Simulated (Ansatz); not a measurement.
# CH3BrOSi: the cost of one run

Program: Ansatz 0.2.0. Level of theory: RKS PBE/def2-SVP. These are calculated values, not measurements.

### Step 1. The system as given

Bond lengths: C1–O2 1.354 Å, O2–Si3 1.673 Å, Si3–Br4 2.171 Å, C1–H5 1.099 Å, C1–H6 1.138 Å, C1–H7 1.101 Å. Angles: C1–O2–Si3 118.7°, O2–C1–H5 111.8°, O2–C1–H6 114.0°, O2–C1–H7 114.2°, H5–C1–H6 103.0°, H5–C1–H7 105.8°, H6–C1–H7 107.1°, O2–Si3–Br4 107.7°.

As a file:

```xyz
7

C     0.0632    0.8256   -0.1612
O     0.9195   -0.2230   -0.1963
Si    0.3087   -1.7498   -0.5030
Br   -0.6314   -2.4620    1.3201
H     0.5913    1.7803   -0.0259
H    -0.5118    0.9855   -1.1305
H    -0.6783    0.7754    0.6511
```

### Step 2. End point A

File input.yaml:

```yaml
crystal:
  periodic: [false, false, false]
  atoms:
    - { symbol: C, position_ang: [0.0632, 0.8256, -0.1612] }
    - { symbol: O, position_ang: [0.9195, -0.223, -0.1963] }
    - { symbol: Si, position_ang: [0.3087, -1.7498, -0.503] }
    - { symbol: Br, position_ang: [-0.6314, -2.462, 1.3201] }
    - { symbol: H, position_ang: [0.5913, 1.7803, -0.0259] }
    - { symbol: H, position_ang: [-0.5118, 0.9855, -1.1305] }
    - { symbol: H, position_ang: [-0.6783, 0.7754, 0.6511] }
basis:
  gaussian: { orbitals: def2-SVP }
hamiltonian:
  xc: pbe
relax:
  f_tol: 0.02
  max_steps: 50
```

Command:

```sh
ansatz run input.yaml --threads 2 --pin off --max-ram 3072MiB --backend cpu --events-out ev --progress --plain --runs-dir out
```

Q: Estimate wall time and peak memory on 2 threads of Arm Neoverse V1, shared host.

About 24 s, with a peak of 0.14 GiB.
